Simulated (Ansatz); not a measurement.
# Si₂H₅O₂ radical: one species, many methods

One table from this session's results is given with a row withheld; the runs are named, their logs left out.

The runs use Ansatz 0.2.0, Gaussian basis; functionals in def2-TZVPP, the program's frozen cores in correlated methods.

Levels to be run: LDA (SPW92), PBE-D4, revPBE-D4, BLYP-D4, r2SCAN-D4, B97M-V, PBE0-D4, B3LYP-D4, r2SCANh-D4, r2SCAN0-D4, HSE06-D4, BHLYP-D4, CAM-B3LYP-D4, LC-ωPBE, ωB97X-V, ωB97M-V, B2PLYP, PBE-QIDH; CCSD(T)/def2-SVP; CCSD(T)/def2-TZVPP; MP2/def2-QZVPP; extrapolation to the limit; RPA on PBE.

**Structure used throughout**

An earlier PBE0-D4 in a triple-zeta def2 set relaxation fixed the geometry.

SMILES `O[Si](O)[SiH3]`, 9 atoms, charge 0, spin multiplicity 2.

Atoms are counted from 1 here; the program's logs count them from 0.

Bond lengths: O1–Si2 1.659 Å, O1–H5 0.959 Å, Si2–O3 1.645 Å, Si2–Si4 2.364 Å, O3–H6 0.960 Å, Si4–H7 1.489 Å, Si4–H8 1.487 Å, Si4–H9 1.490 Å. Angles: Si2–O1–H5 116.8°, O1–Si2–O3 105.6°, O1–Si2–Si4 113.7°, O3–Si2–Si4 106.6°, Si2–O3–H6 117.0°, Si2–Si4–H7 107.2°, Si2–Si4–H8 108.6°, Si2–Si4–H9 114.2°, H7–Si4–H8 108.5°, H7–Si4–H9 108.8°, H8–Si4–H9 109.3°.

Coordinates:

```
O    -1.12214    1.62244   -0.26743
Si    0.02405    0.53223   -0.76576
O     1.47320    1.27378   -0.52577
Si    0.06432   -1.45645    0.51211
H    -2.02030    1.47426   -0.56914
H     1.50625    2.22227   -0.67101
H    -1.26856   -2.10333    0.36256
H     1.09564   -2.36497   -0.05486
H     0.33613   -1.24653    1.96220
```

Set-up of the first run:

File in.yaml:

```yaml
crystal:
  periodic: [false, false, false]
  atoms:
    - {symbol: O, position_ang: [-1.122139, 1.622445, -0.267434]}
    - {symbol: Si, position_ang: [0.024051, 0.532229, -0.765756]}
    - {symbol: O, position_ang: [1.473199, 1.273784, -0.525770]}
    - {symbol: Si, position_ang: [0.064323, -1.456451, 0.512111]}
    - {symbol: H, position_ang: [-2.020298, 1.474256, -0.569141]}
    - {symbol: H, position_ang: [1.506248, 2.222267, -0.671010]}
    - {symbol: H, position_ang: [-1.268560, -2.103330, 0.362564]}
    - {symbol: H, position_ang: [1.095643, -2.364975, -0.054864]}
    - {symbol: H, position_ang: [0.336133, -1.246527, 1.962199]}
basis:
  gaussian: {orbitals: def2-TZVPP}
magnetization: {spin_polarized: true, initial_magnetization: 1}
hamiltonian: {xc: lda}
output: {orbitals: {seedname: orbitals}}
```

Steps of the session up to this table: LDA; PBE-D4 (GGA); revPBE-D4 (GGA); BLYP-D4 (GGA); r2SCAN-D4 (meta-GGA); B97M-V (meta-GGA); PBE0-D4 (hybrid); B3LYP-D4 (hybrid); r2SCANh-D4 (hybrid); r2SCAN0-D4 (hybrid); HSE06-D4 (hybrid); BHLYP-D4 (hybrid); CAM-B3LYP-D4 (range-separated); LC-ωPBE-D4 (range-separated; the results give it without D4); ωB97X-V (range-separated); ωB97M-V (range-separated); B2PLYP (double hybrid); PBE-QIDH (double hybrid).

One of the session's tables, all rows but one given; the rest of the session is left out.

It belongs to the step «Orbital energies across the functionals». 

| functional | HOMO (eV) | LUMO (eV) | gap (eV) |
| --- | --- | --- | --- |
| LDA (SPW92) | -4.24 | -3.25 | 0.99 |
| PBE-D4 | -4.26 | -2.85 | 1.41 |
| revPBE-D4 | -4.23 | -2.72 | 1.51 |
| BLYP-D4 | -4.07 | -2.87 | 1.20 |
| r2SCAN-D4 | -4.58 | -2.44 | 2.14 |
| B97M-V | -4.36 | -2.98 | 1.38 |
| PBE0-D4 | -5.38 | -1.97 | 3.42 |
| B3LYP-D4 | -5.12 | -2.36 | 2.77 |
| r2SCANh-D4 | -4.99 | -2.14 | 2.86 |
| r2SCAN0-D4 | -5.62 | -1.70 | 3.93 |
| HSE06-D4 | -4.99 | -2.35 | 2.64 |
| BHLYP-D4 | -6.35 | -1.19 | 5.16 |
| CAM-B3LYP-D4 | ? | ? | ? |
| LC-ωPBE | -7.95 | 0.30 | 8.24 |
| ωB97X-V | -7.47 | -0.19 | 7.28 |
| ωB97M-V | -7.09 | -0.39 | 6.69 |

Estimate the missing values for CAM-B3LYP-D4.

As computed: HOMO (eV): -6.58; LUMO (eV): -1.08; gap (eV): 5.50. In the column «HOMO (eV)» it lies between ωB97M-V (-7.09) and BHLYP-D4 (-6.35).
